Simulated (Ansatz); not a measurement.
# AlHIO radical (SMILES [O][AlH][I]): one structure at several levels

One table from this session's results is given with a row withheld; the runs are named, their logs left out.

Program: Ansatz 0.2.0, Gaussian basis. Level of theory: single points in def2-TZVPP. These are calculated values, not measurements.

Cores are frozen in the correlated methods. Filled d shells of the heavier atoms are correlated. Core potentials replace the inner electrons past krypton, and spin-orbit coupling is left out. Orbitals are unrestricted.

### The system as given

SMILES `[O][AlH][I]`, 4 atoms, charge 0, spin multiplicity 2.

Atoms are counted from 1 here; the program's logs count them from 0.

Bond lengths: O1–Al2 1.629 Å, Al2–I3 2.462 Å, Al2–H4 1.620 Å. Angles: O1–Al2–I3 131.8°, O1–Al2–H4 129.3°, I3–Al2–H4 98.9°.

Geometry (Å):

```xyz
4
AlHIO
O    -1.6482   -0.9301    0.1974
Al   -0.3037   -0.0491   -0.0676
I     2.0464   -0.4085    0.5721
H    -0.1440    1.3803   -0.8138
```

Set-up of the first run:

run/in.yaml

```yaml
crystal:
  periodic: [false, false, false]
  atoms:
    - {symbol: O, position_ang: [-1.648200, -0.930100, 0.197400]}
    - {symbol: Al, position_ang: [-0.303700, -0.049100, -0.067600]}
    - {symbol: I, position_ang: [2.046400, -0.408500, 0.572100]}
    - {symbol: H, position_ang: [-0.144000, 1.380300, -0.813800]}
basis:
  gaussian: {orbitals: def2-TZVPP}
magnetization: {spin_polarized: true, initial_magnetization: 1}
correlation: {method: ccsd_t}
scf: {omitted_lower_state_checks: [cluster_reference]}
output: {forces: true}
```

No record of the launch command was kept for these runs.

Among the steps run: CCSD(T)/def2-TZVPP; PBE0-D4/def2-TZVPP; wB97M-V/def2-TZVPP; r2SCAN-D4/def2-TZVPP; PBE-D4/def2-TZVPP; revPBE-D4/def2-TZVPP; SPW92/def2-TZVPP.

One table of the session follows, with a row left open; its other results are not shown here.

```
   method  RMS force component (eV/Å)  angle to CCSD(T) forces (°)  dipole (D)
  CCSD(T)                       1.643                    reference        0.45
  PBE0-D4                       1.428                          0.9        0.55
  wB97M-V                           ?                            ?           ?
r2SCAN-D4                       1.303                          1.9        0.75
   PBE-D4                       1.010                          9.7        1.61
revPBE-D4                       1.126                         10.0        1.44
    SPW92                       0.598                         11.0        2.20
```

Estimate the missing values for wB97M-V.

**Answer.** RMS force component (eV/Å): 1.580; angle to CCSD(T) forces (°): 2.2; dipole (D): 0.53. In the column «RMS force component (eV/Å)» it lies between PBE0-D4 (1.428) and CCSD(T) (1.643).
